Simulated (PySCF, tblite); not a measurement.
# C2H7BrGeP radical: geometry, infrared bands and EPR parameters

Wanted: the infrared bands and EPR parameters of C2H7BrGeP radical (`C[C@H](Br)[GeH2][PH]`), by calculation.

Computed with tblite 0.8.0 and PySCF 2.14.0, with density-fitted response routines of our own, on a single molecule in the gas phase. Atoms count from 0, in the outputs and in this text.

## Step 1: The starting structure

12 atoms, charge 0, multiplicity 2; geometry from: force field or distance geometry start.

Bonds of the start (Å): C0–C1 1.51, C1–Br2 1.92, C1–Ge3 1.95, Ge3–P4 2.22, C0–H5 1.09, C0–H6 1.11, C0–H7 1.13, C1–H8 1.11, Ge3–H9 1.56, Ge3–H10 1.56, P4–H11 1.42.

## Step 2: Optimising the geometry with GFN2-xTB

What the job is given:

```
{"job": {"kind": "relax", "xc": "GFN2-xTB", "basis": "xTB"}, "charge": 0, "multiplicity": 2}
C      1.317800     0.506600    -0.007200
C      0.590900    -0.809100    -0.098000
Br     0.694300    -1.400300    -1.921400
Ge    -1.268200    -0.569700     0.437000
P     -1.713400     1.603600     0.386400
H      2.101300     0.415900     0.743900
H      1.679700     0.866700    -0.997900
H      0.604800     1.286200     0.380200
H      1.012500    -1.594300     0.566600
H     -1.371700    -1.067600     1.906900
H     -2.239600    -1.334900    -0.513100
H     -1.407300     2.096000    -0.909400
```

The run is started by

```sh
$ OMP_NUM_THREADS=1 python probes_run.py task.json out
```

The driver reads the jobs from task.json and runs them one after another.

Log:

```text
step      E/eV     max force
  0    -443.74292    1.833
  1    -443.87779    1.255
  2    -444.00572    0.677
  3    -444.05820    0.952
  4    -444.12625    0.880
  5    -444.15217    0.492
  6    -444.16905    0.263
  7    -444.17918    0.290
  8    -444.18998    0.443
  9    -444.20136    0.402
 10    -444.20939    0.220
 11    -444.21485    0.180
 12    -444.22130    0.233
 13    -444.22846    0.289
 14    -444.23471    0.260
 15    -444.23892    0.176
 16    -444.24176    0.137
 17    -444.24451    0.155
 18    -444.24769    0.173
 19    -444.25053    0.169
 20    -444.25236    0.138
 21    -444.25349    0.113
 22    -444.25452    0.108
 23    -444.25587    0.141
 24    -444.25743    0.149
 25    -444.25856    0.093
 26    -444.25909    0.058
 27    -444.25943    0.064
 28    -444.25990    0.075
 29    -444.26060    0.096
 30    -444.26144    0.081
 31    -444.26220    0.089
 32    -444.26282    0.079
 33    -444.26344    0.083
 34    -444.26423    0.100
 35    -444.26531    0.101
 36    -444.26669    0.120
 37    -444.26833    0.128
 38    -444.27027    0.135
 39    -444.27259    0.155
 40    -444.27516    0.145
 41    -444.27746    0.127
 42    -444.27967    0.134
 43    -444.28302    0.201
 44    -444.28786    0.256
 45    -444.29419    0.242
 46    -444.29952    0.187
 47    -444.30248    0.177
 48    -444.29889    0.360
 49    -444.30765    0.157
 50    -444.31013    0.114
 51    -444.31542    0.135
 52    -444.31783    0.122
 53    -444.32079    0.177
 54    -444.32467    0.190
 55    -444.33016    0.197
 56    -444.33791    0.229
 57    -444.34317    0.190
 58    -444.34670    0.239
 59    -444.35038    0.155
 60    -444.35332    0.140
 61    -444.35758    0.130
 62    -444.36187    0.175
 63    -444.36671    0.157
 64    -444.37121    0.179
 65    -444.37497    0.225
 66    -444.37904    0.245
 67    -444.38560    0.178
 68    -444.39705    0.159
 69    -444.40005    0.176
 70    -444.40303    0.138
 71    -444.40685    0.131
 72    -444.40875    0.135
 73    -444.41311    0.179
 74    -444.42030    0.227
 75    -444.42680    0.184
 76    -444.43190    0.176
 77    -444.43441    0.173
 78    -444.43356    0.227
 79    -444.43695    0.151
 80    -444.43829    0.133
 81    -444.44029    0.119
 82    -444.44609    0.069
 83    -444.44781    0.104
 84    -444.44831    0.079
 85    -444.44915    0.081
 86    -444.44943    0.074
 87    -444.45066    0.066
 88    -444.45107    0.057
 89    -444.45168    0.048
 90    -444.45187    0.039
 91    -444.45202    0.052
 92    -444.45224    0.051
 93    -444.45262    0.048
 94    -444.45305    0.040
 95    -444.45350    0.035
 96    -444.45402    0.057
 97    -444.45460    0.066
 98    -444.45521    0.063
 99    -444.45575    0.048
100    -444.45609    0.045
101    -444.45629    0.045
102    -444.45648    0.045
103    -444.45672    0.038
104    -444.45697    0.033
105    -444.45715    0.028
106    -444.45722    0.016
107    -444.45726    0.009
```

Run time: 2.2 s. Hardware: 1 thread of Intel Xeon at 2.50GHz, shared host.

The steps of the relaxation: (not every step is listed)

```csv
step,energy from step 0 (eV),largest force (eV/Å)
0,0.0000,1.8331
1,-0.1349,1.2549
2,-0.2628,0.6766
3,-0.3153,0.9519
4,-0.3833,0.8799
5,-0.4092,0.4919
6,-0.4261,0.2629
7,-0.4363,0.2904
8,-0.4471,0.4425
17,-0.5016,0.1552
26,-0.5162,0.0584
35,-0.5224,0.1006
44,-0.5449,0.2561
53,-0.5779,0.1772
62,-0.6189,0.1754
71,-0.6639,0.1309
80,-0.6954,0.1329
89,-0.7088,0.0476
98,-0.7123,0.0628
102,-0.7136,0.0454
103,-0.7138,0.0380
104,-0.7140,0.0331
105,-0.7142,0.0276
106,-0.7143,0.0164
107,-0.7143,0.0086
```

Close pairs (by a distance rule), those that changed most:

```csv
bond,before (Å),after (Å),change (Å)
C1–Ge3,1.949,2.019,+0.070
Ge3–P4,2.219,2.279,+0.060
C1–Br2,1.920,1.965,+0.046
Ge3–H10,1.559,1.514,-0.045
Ge3–H9,1.555,1.517,-0.039
C0–H7,1.125,1.091,-0.034
P4–H11,1.420,1.393,-0.026
C0–H6,1.115,1.091,-0.024
```

The next job starts from the end point, and lists it.

## Step 3: Vibrational analysis with GFN2-xTB

What the job is given:

```
{"job": {"kind": "ir", "xc": "GFN2-xTB", "basis": "xTB"}, "charge": 0, "multiplicity": 2}
C      1.565351     0.376259     0.252795
C      0.569209    -0.693554    -0.123120
Br     0.531489    -0.937832    -2.072745
Ge    -1.328077    -0.291720     0.439405
P     -2.011352     1.786637    -0.198596
H      2.574279     0.115499    -0.067973
H      1.296628     1.332419    -0.198304
H      1.565322     0.496623     1.337047
H      0.872679    -1.662903     0.271080
H     -1.341698    -0.443113     1.948275
H     -2.136536    -1.456961    -0.090961
H     -2.156098     1.377961    -1.522928
```

Log:

```text
mode    cm-1     km/mol
  1      40.3      1.93
  2      75.2      1.74
  3     106.8     24.20
  4     124.2      0.47
  5     222.6      5.26
  6     234.9      0.14
  7     302.9      0.59
  8     357.3     32.50
  9     376.4      8.13
 10     472.9      6.19
 11     560.5      7.31
 12     610.7     28.49
 13     628.8    220.27
 14     757.6     43.90
 15     830.0    232.22
 16     977.9     17.83
 17    1036.4      6.84
 18    1093.0      0.34
 19    1132.2     67.65
 20    1243.4     20.28
 21    1413.8     14.61
 22    1480.5      4.59
 23    1490.1      3.93
 24    1854.1    231.34
 25    1928.8    506.42
 26    2266.7    117.39
 27    2956.8     11.92
 28    2993.0     29.80
 29    2995.7     17.73
 30    3004.9     13.24
```

Run time: 1.2 s. Hardware: 1 thread of Intel Xeon at 2.50GHz, shared host.

The strongest bands and the atoms that carry them (share of the mass-weighted mode):

```csv
cm⁻¹,km/mol,atoms
357,32.5,"H9 33 %, H10 31 %, P4 19 %, Ge3 11 %"
629,220.3,"H9 41 %, H10 38 %"
758,43.9,"H11 72 %, H9 17 %"
830,232.2,"H9 50 %, H10 45 %"
1132,67.7,"H8 63 %, C1 16 %"
1854,231.3,"H9 50 %, H10 49 %"
1929,506.4,"H10 50 %, H9 48 %"
2267,117.4,H11 97 %
```

## Step 4: EPR parameters: B3LYP/def2-TZVP-core+pcH-1

Settings changed since step 3:

```diff
@@ -1,2 +1,2 @@
-{"job": {"kind": "ir", "xc": "GFN2-xTB", "basis": "xTB"}, "charge": 0, "multiplicity": 2}
+{"job": {"kind": "epr", "basis": "pcH-1"}, "charge": 0, "multiplicity": 2}
 C      1.565351     0.376259     0.252795
```

With the program's defaults for keys left out, this is: UKS B3LYP, def2-TZVP-core on Br Ge, pcH-1 on C H P, non-relativistic, mean-field spin-orbit, GIAO.

Log:

```text
UKS, coarse grid
  cycle   1  E = -5072.93134324  |g| = 2.04e+00
  cycle   2  E = -5072.91382771  |g| = 9.81e-01
  cycle   3  E = -5072.98331414  |g| = 5.49e-01
  cycle   4  E = -5073.03184230  |g| = 7.48e-02
  cycle   5  E = -5073.03327339  |g| = 2.58e-02
  cycle   6  E = -5073.03358327  |g| = 8.07e-03
  cycle   7  E = -5073.03361035  |g| = 1.51e-03
  cycle   8  E = -5073.03360995  |g| = 5.23e-04
UKS, final grid
  cycle   1  E = -5073.03357902  |g| = 3.23e-04
  cycle   2  E = -5073.03357901  |g| = 3.78e-04
  cycle   3  E = -5073.03357906  |g| = 4.29e-05
  cycle   4  E = -5073.03357906  |g| = 3.11e-05
  cycle   5  E = -5073.03357906  |g| = 1.08e-05
E = -5073.03357906 Eh   <S^2> = 0.7536 (exact 0.7500)
g shifts (ppm)      1          2          3
  rmc          -164       -164       -164
  gc              2         40         46
  oz_so        1370      10187      19712
  total        1208      10064      19594
hyperfine (MHz)  atom isotope    a_iso     a_fc   dipolar eigenvalues
    0   13C      -0.08      -0.09     -0.86      0.04      0.82
    1   13C      30.36      30.29     -3.62     -3.27      6.90
    2  79Br       0.03      -0.20     -3.79     -0.55      4.34
    3  73Ge      14.89      15.11     -0.86     -0.11      0.98
    4   31P     108.81     110.02   -317.47   -299.83    617.30
    5    1H      -0.05      -0.05     -1.12     -0.60      1.72
    6    1H       0.13       0.13     -3.23     -2.13      5.36
    7    1H       0.10       0.10     -1.31     -0.91      2.22
    8    1H       0.09       0.08     -2.12     -1.00      3.11
    9    1H      -0.73      -0.73     -2.11     -1.60      3.71
   10    1H      31.90      31.90     -2.02     -1.43      3.44
   11    1H     -35.54     -35.73    -17.44      2.88     14.56
```

Wall time 9.9 min (1 thread of Intel Xeon at 2.50GHz, shared host); peak memory 1.1 GiB.

Principal g values 2.00353, 2.01238, 2.02191; g(iso) = 2.01261, against 2.00232 for a free electron.

Mean a(iso) over the nuclei that a row names, and the largest dipolar term of the row (other rows stand at the frozen geometry):

```csv
nuclei,isotope,a(iso) (MHz),"a(iso) (G, at g = 2.0023)",largest dipolar term (MHz)
P4,31P,108.8,38.8,617.3
H11,1H,-35.5,-12.7,-17.4
H10,1H,31.9,11.4,3.4
C1,13C,30.4,10.8,6.9
Ge3,73Ge,14.9,5.3,1.0
H9,1H,-0.7,-0.3,3.7
H8,1H,0.1,0.0,3.1
C0,13C,-0.1,0.0,-0.9
"H5, H6, H7",1H,0.1,0.0,5.4
Br2,79Br,0.0,0.0,4.3
```

Mulliken spin populations:

```csv
atom,value (e)
C0,0.00
C1,0.03
Br2,0.00
Ge3,-0.02
P4,0.99
H5,0.00
H6,0.00
H7,0.00
H8,0.00
H9,0.00
H10,0.02
H11,-0.03
```

In first order the couplings over 0.8 MHz of 31P, 1H give 8 distinct lines over 62.9 G, if the averaged nuclei exchange fast.

The fields below are evaluated on a grid from the run's orbitals.

ELF in a plane through or near 4 of the atoms.

Ten even steps from '0' (0.00) to '9' (1.00):
```
0000000000000000000000000000
0000000000000000000000000000
0000000000000000000000000000
0000000000000000001222100000
0000000000000000015898410000
0000000001210000038999820000
0000022112420000039999831000
0000389843310000026999620000
0001799985321100122344210000
0002799985675442233211000000
0000378623714585213431000000
0000011002743684124785100000
0000000016999663249999500000
0000000059999421389999820000
0000000059998200289999710000
0000000015884000048998300000
0000000000100000013432000000
0000000000000000000000000000
0000000000000000000000000000
0000000000000000000000000000
```
The map spans 10.3 Å across and 8.5 Å up, centred on the molecule. Atoms in the plane (x, y in Å): C1 (-0.6, -0.5), H8 (-1.0, -1.5), H10 (2.0, -1.5), H11 (2.4, 1.7).

On the surface of density 0.002 e/bohr³ the electrostatic potential runs, from the 1st to the 99th percentile, from -0.59 V near Br2 to 1.05 V near H8.

The spin density lies nearest to P4 78 %; H11 10 %.

## Step 5: Outcome

| quantity | value |
| --- | --- |
| strongest single infrared mode (GFN2-xTB) | 1929 cm⁻¹, 506 km/mol |
| zero-point energy (GFN2-xTB) | 48.0 kcal/mol |
| g(iso) (B3LYP) | 2.01261 |
| ⟨S²⟩ | 0.754 (exact 0.75) |
| largest a(iso) (averaged by class) | 31P on P4, 108.8 MHz |
| surface potential, 1st and 99th percentile | -0.59 V and 1.05 V |

**Reading.** Over 107 steps the energy fell by 0.714 eV; of the close pairs, C1–Ge3 changed most, 1.949 to 2.019 Å. All 30 modes are real, so the xTB geometry is a minimum. The strongest single mode, at 1929 cm⁻¹, moves mainly H10 and H9. Unscaled tight-binding wavenumbers are off by several per cent, some by more. Its intensities can rank the bands wrongly. P4 carries the largest spin population, 0.99 e. The isotropic g lies 10.3 ppt above the free-electron value. The hyperfine terms hold no scalar relativity, which the heavier nuclei need.
